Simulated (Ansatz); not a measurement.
Write a Python script for Ansatz 0.2.0 through its Python package that makes a band structure of MgC2, space group P4_2/mnm. Level of theory: LDA, PAW, the default cutoff (420 eV here), 3×3×2 k-points, fixed occupations.

```xyz
6
Lattice="3.9508 0.0000 0.0000 0.0000 3.9508 0.0000 0.0000 0.0000 4.9871" Properties=species:S:1:pos:R:3 pbc="T T T"
Mg    1.9754    1.9754    0.0000
Mg    0.0000    0.0000    2.4935
C     3.5069    3.5069    0.0000
C     2.4192    1.5315    2.4935
C     0.4439    0.4439    0.0000
C     1.5315    2.4192    2.4935
```

`bands_mgc2.py`:
```python
"""Bands of MgC2 along a path through the zone."""

import argparse
import warnings

import ansatz as az
import numpy as np
from pymatgen.core import Lattice, Structure
from pymatgen.io.ase import AseAtomsAdaptor

parser = argparse.ArgumentParser(description="Bands of MgC2 along a path through the zone.")
parser.add_argument("--xc", required=True, help="exchange-correlation functional")
parser.add_argument("--kmesh", type=int, nargs=3, default=[3, 3, 2], help="k-point sampling")
parser.add_argument("--filling", required=True, help="how the bands are filled")
parser.add_argument("--beta", type=float, required=True, help="density mixing step")
parser.add_argument("--tolerance", type=float, required=True, help="SCF tolerance (eV)")
parser.add_argument("--n-empty", type=int, default=8, help="empty bands")
args = parser.parse_args()

warnings.simplefilter("ignore", az.DeckWarning)

pmg_structure = Structure(
    Lattice([(3.950777, 0.0, 0.0), (0.0, 3.950777, 0.0), (0.0, 0.0, 4.987089)]),
    ["Mg", "Mg", "C", "C", "C", "C"],
    [
        (0.5, 0.5, 0.0),
        (0.0, 0.0, 0.5),
        (0.887655, 0.887655, 0.0),
        (0.612345, 0.387655, 0.5),
        (0.112345, 0.112345, 0.0),
        (0.387655, 0.612345, 0.5),
    ],
)
mgc2 = az.Crystal.from_ase(AseAtomsAdaptor.get_atoms(pmg_structure))

# high-symmetry points in fractions of the reciprocal vectors
path = [
    ("G", (0.0, 0.0, 0.0)),
    ("X", (0.0, 0.5, 0.0)),
    ("M", (0.5, 0.5, 0.0)),
    ("G", (0.0, 0.0, 0.0)),
    ("Z", (0.0, 0.0, 0.5)),
    ("R", (0.0, 0.5, 0.5)),
    ("A", (0.5, 0.5, 0.5)),
]
setup = (
    mgc2.calculation()
    .functional(args.xc)
    .accuracy("low")
    .kpoints(*args.kmesh)
    .occupations(args.filling)
    .mixing("anderson", beta=args.beta)
    .scf(tolerance=args.tolerance)
    .band_structure([point for _, point in path], intervals=6)
    .scf(extra_bands=args.n_empty)
    .forces()
)
done = setup.run()
data = done.report

for key in ("converged", "n_iterations", "n_electrons", "n_kpoints", "n_pw", "n_symmetry_ops", "free_energy_ev", "fermi_energy_ev"):
    print(f"{key:18s} {data[key]}")

if done.unlabelled_reasons:
    print("not a label:", done.unlabelled_reasons)
else:
    print(done.training_frame().splitlines()[0], "atoms in the frame")

bands = done.band_structure()
fermi = bands.fermi_energy_ev
print(f"zero of the bands: {fermi:.3f} eV, the Fermi level found on the SCF mesh")
for spin, channel in enumerate(bands.channels):
    print("channel", spin, "- computed levels within 6 eV of the Fermi level")
    for i, (label, _) in enumerate(path):
        levels = channel.eigenvalues_ev[i * 6] - fermi
        print(f"  {label:3s}", " ".join(f"{e:7.3f}" for e in levels if abs(e) < 6))
```

`python bands_mgc2.py --xc LDA --filling fixed --beta 0.2 --tolerance 1e-08` gives:
```text
converged          True
n_iterations       11
n_electrons        36.0
n_kpoints          6
n_pw               1537
n_symmetry_ops     16
free_energy_ev     -4771.993743119523
fermi_energy_ev    3.621501153534441
6 atoms in the frame
zero of the bands: 3.622 eV, the Fermi level found on the SCF mesh
channel 0 - computed levels within 6 eV of the Fermi level
  G    -3.453  -3.002  -2.855  -2.855  -1.320  -0.416  -0.328  -0.328   2.519   5.203   5.552   5.552
  X    -4.319  -4.319  -2.057  -2.057  -1.595  -1.595  -0.272  -0.272   5.296   5.296   5.428   5.428
  M    -4.648  -4.648  -1.730  -1.730  -1.659  -1.659  -0.957  -0.957   3.859   3.859
  G    -3.453  -3.002  -2.855  -2.855  -1.320  -0.416  -0.328  -0.328   2.519   5.203   5.552   5.552
  Z    -3.647  -3.647  -2.670  -2.670  -0.711  -0.711  -0.286  -0.286   3.589   3.589   5.693   5.693
  R    -4.833  -4.833  -1.455  -1.455  -1.279  -1.279  -0.662  -0.662   4.000   4.000
  A    -4.222  -4.222  -2.672  -2.672  -2.606  -2.606   0.049   0.049   5.182   5.182
```

Notes:
- These settings explore the input space; cutoff and mesh may be short of convergence.
- The k-point mesh is coarse, and energy and stress weren't tested for convergence.
- An absolute Fermi energy rests on an arbitrary zero of the periodic potential and has no direct meaning.
- The structure comes from a database of computed cells and needn't be a stable or known phase.
- Gaps and levels are Kohn-Sham values on a finite set of k-points.
- Timing: 3 s on 1 thread of Arm Neoverse V2, on a shared host, peak memory 0.37 GiB.
